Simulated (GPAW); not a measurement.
The system is TeAs2.

```
Te As
1.0
    -3.55645    3.55645    2.94052
     3.55645   -3.55645    2.94052
     3.55645    3.55645   -2.94052
Te As
2 4
Direct
  0.00000 0.00000 0.00000
  0.75000 0.25000 0.50000
  0.87500 0.62500 0.25000
  0.37500 0.62500 0.75000
  0.37500 0.12500 0.75000
  0.37500 0.62500 0.25000
```

The cell comes from a database or a generator and needn't be the stable form of this composition.

Base run:

- Program: GPAW 26.7.0
- Functional: r2SCAN
- Potentials or basis: GPAW PAW data sets (gpaw-data 1.2.1)
- Cutoff: 600 eV
- Basis: pw
- k mesh: 5 × 5 × 5
- Occupations: fermi-dirac, width 0.05 eV
- Spin: no spin polarisation

Its results: pressure -1.7 GPa.

Problem. The run is repeated on the same cell with these changes: functional from r2SCAN to LDA; potentials or basis from GPAW PAW data sets (gpaw-data 1.2.1) to the program's PAW data sets (release 1.2.1) made for this functional. What comes out?

Solution. Pressure -4.9 GPa.

Caveats: the PAW data sets were made with another functional, which shifts forces and pressure a little (some runs).
